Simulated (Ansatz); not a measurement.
**MgH2 (database structure): how the settings move a single-point run**

How sensitive is a single-point run of MgH2 (database structure) to its settings? A reference run comes first, then three runs with altered input.

Method: reference: DFT PBE, plane waves, PAW, scalar-relativistic, no spin polarisation, in Ansatz 0.2.0.

1 further run of the same task is left out (it didn't finish).

### 1 The structure to begin with

The structure is tetragonal, space group P4_2/mnm (No. 136). The conventional cell has a = 4.484 Å, b = 4.484 Å, c = 2.998 Å, α = 90.00°, β = 90.00°, γ = 90.00°. H (site symmetry m2m) has 3 Mg at 1.94 Å as nearest neighbours. Mg (site symmetry mmm) is surrounded by 6 H at 1.94 Å.

As a file:

```cif
data_structure
_symmetry_space_group_name_H-M 'P4_2/mnm'
_symmetry_Int_Tables_number 136
_cell_length_a 4.4837
_cell_length_b 4.4837
_cell_length_c 2.9983
_cell_angle_alpha 90.000
_cell_angle_beta 90.000
_cell_angle_gamma 90.000
_cell_volume 60.28
loop_
_atom_site_label
_atom_site_type_symbol
_atom_site_symmetry_multiplicity
_atom_site_Wyckoff_symbol
_atom_site_fract_x
_atom_site_fract_y
_atom_site_fract_z
_atom_site_occupancy
H1 H 4 f 0.30600 0.30600 0.00000 1
Mg1 Mg 2 a 0.00000 0.00000 0.00000 1
```

### 2 The reference run

input.yaml

```yaml
crystal:
  lattice:
    - [4.483676, 0.0, 0.0]
    - [0.0, 4.483676, 0.0]
    - [0.0, 0.0, 2.998349]
  atoms:
    - { symbol: H, position: [0.306, 0.306, 0.0] }
    - { symbol: H, position: [0.194, 0.806, 0.5] }
    - { symbol: H, position: [0.694, 0.694, 0.0] }
    - { symbol: H, position: [0.806, 0.194, 0.5] }
    - { symbol: Mg, position: [0.0, 0.0, 0.0] }
    - { symbol: Mg, position: [0.5, 0.5, 0.5] }
  symmetry: { tolerance: 0.0003 }
kpoints:
  mp_grid: { grid: [4, 4, 6], shift: [0, 0, 0] }
magnetization:
  spin_polarized: false
scf:
  occupations: { method: fermi_dirac }
hamiltonian:
  pseudopotentials: { kind: paw }
  xc: pbe
basis:
  ecutwfc: 420
output:
  forces: true
  stress: true
  eigenvalues: true
```

Started as:

```console
$ ansatz run input.yaml --threads 1 --pin off --max-ram 2560MiB --backend cpu --events-out ev --progress --plain --runs-dir out
```

### 3 Variant: dr2_threshold 1.0e-06, lower_state_search light

input.yaml, as its differences from that of step 2:

```diff
@@ -19,2 +19,4 @@
   occupations: { method: fermi_dirac }
+  convergence: { dr2_threshold: 1.0e-06 }
+  lower_state_search: light
 hamiltonian:
@@ -28 +30,5 @@
   eigenvalues: true
+  write_density: true
+  write_potential: true
+  elf: true
+  volumetric_format: npy
```

### 4 Changed: spin_polarized left out

input.yaml, as its differences from that of step 2:

```diff
@@ -15,4 +15,2 @@
   mp_grid: { grid: [4, 4, 6], shift: [0, 0, 0] }
-magnetization:
-  spin_polarized: false
 scf:
@@ -28 +26,5 @@
   eigenvalues: true
+  write_density: true
+  write_potential: true
+  elf: true
+  volumetric_format: npy
```

### 5 Changed: occupations.method gaussian, occupations.width 0.2, chi_scale 0.3

input.yaml, as its differences from that of step 2:

```diff
@@ -18,3 +18,4 @@
 scf:
-  occupations: { method: fermi_dirac }
+  occupations: { method: gaussian, width: 0.2 }
+  initial_density: { chi_scale: 0.3 }
 hamiltonian:
```

**Question.** What will these runs give? Wanted: for each run, ending; energy change; pressure; gap; force.

**Answer**, as computed:

| run | ending | energy change | pressure (GPa) | gap (eV) | force (eV/Å) | cycles | time |
| --- | --- | --- | --- | --- | --- | --- | --- |
| reference | converged | 0 | 1.1 | 3.98 | 0.07 | 6 | 1.4 s |
| 1: dr2_threshold 1.0e-06, lower_state_search light | converged | 0.0 meV/atom | 1.1 | 3.98 | 0.07 | 6 | 1.8 s |
| 2: spin_polarized left out | converged | 0.0 meV/atom | 1.1 | 3.98 | 0.07 | 6 | 1.8 s |
| 3: occupations.method gaussian, occupations.width 0.2, chi_scale 0.3 | converged | 0.0 meV/atom (σ→0) | 1.1 | 3.98 | 0.07 | 6 | 1.3 s |

Times don't compare one to one where runs were asked for different outputs or read a saved state (see the inputs); cycles may leave out searches for a lower state.

Residual by cycle in the longest SCF loop of each run; runs are numbered as in the table. The quantity is the density residual dr2, in eV.

| cycle | reference | run 1 | run 2 | run 3 |
| --- | --- | --- | --- | --- |
| 1 | 4.6e-5 | 4.6e-5 | 4.6e-5 | 2.46 |
| 2 | 8.4e-6 | 8.4e-6 | 8.4e-6 | 0.284 |
| 3 | 1.3e-6 | 1.3e-6 | 1.3e-6 | 0.00139 |
| 4 | 6.8e-8 | 6.8e-8 | 6.8e-8 | 2.5e-5 |
| 5 | 2.5e-9 | 2.5e-9 | 2.5e-9 | 1.5e-7 |
| 6 | 1.1e-10 | 1.1e-10 | 1.1e-10 | 1.4e-9 |

What this shows: Of the converged runs whose energies compare with the reference's, none moves it noticeably.

The gaps are Kohn-Sham values of a semilocal functional, not quasiparticle or optical gaps. Such gaps usually fall short of the measured ones.
